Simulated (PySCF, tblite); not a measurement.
# C₅H₁₁ClSi: geometry, infrared bands and NMR shifts

Aim: predict the infrared bands and NMR shifts of C₅H₁₁ClSi (`CC[C@@H]1C[C@@]1([SiH3])Cl`).

Computed with tblite 0.8.0 and PySCF 2.14.0, with density-fitted response routines of our own, on a single molecule in the gas phase. Atoms are numbered from 0 throughout.

### Step 1. Starting geometry

18 atoms, charge 0, multiplicity 1; geometry from: force field or distance geometry start.

Bonds of the start (Å): C0–C1 1.51, C1–C2 1.50, C2–C3 1.51, C3–C4 1.52, C4–Si5 1.88, C4–Cl6 1.78, C4–C2 1.51, C0–H7 1.10, C0–H8 1.09, C0–H9 1.10, C1–H10 1.10, C1–H11 1.10, C2–H12 1.10, C3–H13 1.09, C3–H14 1.08, Si5–H15 1.49, Si5–H16 1.49, Si5–H17 1.49.

### Step 2. Optimising the geometry with GFN2-xTB

The job: settings as JSON, then the geometry in Å.

```
{"job": {"kind": "relax", "xc": "GFN2-xTB", "basis": "xTB"}, "charge": 0, "multiplicity": 1}
C     -2.483100    -0.410700     0.162900
C     -1.054500    -0.253600     0.617200
C     -0.276500     0.674100    -0.260900
C      0.466800     0.146600    -1.462600
C      1.227400     0.775100    -0.305300
Si     2.355800    -0.318300     0.719700
Cl     1.898300     2.400000    -0.612600
H     -3.002300     0.562200     0.171800
H     -2.531100    -0.811400    -0.853300
H     -3.040000    -1.090300     0.829500
H     -0.596700    -1.255200     0.653800
H     -1.045000     0.133200     1.651000
H     -0.836300     1.610500    -0.387500
H      0.508800    -0.936800    -1.598600
H      0.380600     0.692400    -2.387600
H      1.835500    -1.708200     0.791100
H      3.727100    -0.382000     0.141400
H      2.456500     0.178700     2.118200
```

Command:

```console
$ OMP_NUM_THREADS=1 python probes_run.py task.json out
```

One launch serves the whole session: the jobs run in the order shown.

**Question.** This job is followed by: GFN2-xTB harmonic vibrations, gas phase; GIAO PBE0/pcSseg-1 NMR shielding, non-relativistic, gas phase. Predict these results of the whole session: strongest single infrared mode (GFN2-xTB); zero-point energy (GFN2-xTB); ¹³C shifts against TMS (PBE0/pcSseg-1); ¹H shifts against TMS (PBE0/pcSseg-1, means over atoms taken as alike); ²⁹Si shifts against TMS (PBE0/pcSseg-1); ³⁵Cl shifts against HCl (PBE0/pcSseg-1).

**Answer**, as computed:

| quantity | value |
| --- | --- |
| strongest single infrared mode (GFN2-xTB) | 793 cm⁻¹, 341 km/mol |
| zero-point energy (GFN2-xTB) | 88.3 kcal/mol |
| ¹³C shifts against TMS (PBE0/pcSseg-1) | 34.0, 33.3, 29.0, 23.8, 15.6 ppm |
| ¹H shifts against TMS (PBE0/pcSseg-1, means over atoms taken as alike) | 4.09, 2.17, 1.21, 1.14, 1.13, 0.56, 0.49 ppm |
| ²⁹Si shifts against TMS (PBE0/pcSseg-1) | -62.9 ppm |
| ³⁵Cl shifts against HCl (PBE0/pcSseg-1) | 192 ppm |

What this shows: The optimisation took 37 steps and gained 0.118 eV; among the close pairs (by a distance rule), Si5–H16 changed most, from 1.490 to 1.461 Å. All 48 modes are real, so the xTB geometry is a minimum. The strongest single mode, at 793 cm⁻¹, moves mainly H15 and H16. Unscaled tight-binding wavenumbers are off by several per cent, some by more. Its intensities can rank the bands wrongly. At PBE0/pcSseg-1: Shielding is most anisotropic at Cl6 (span 546 ppm, paramagnetic term -389 ppm).
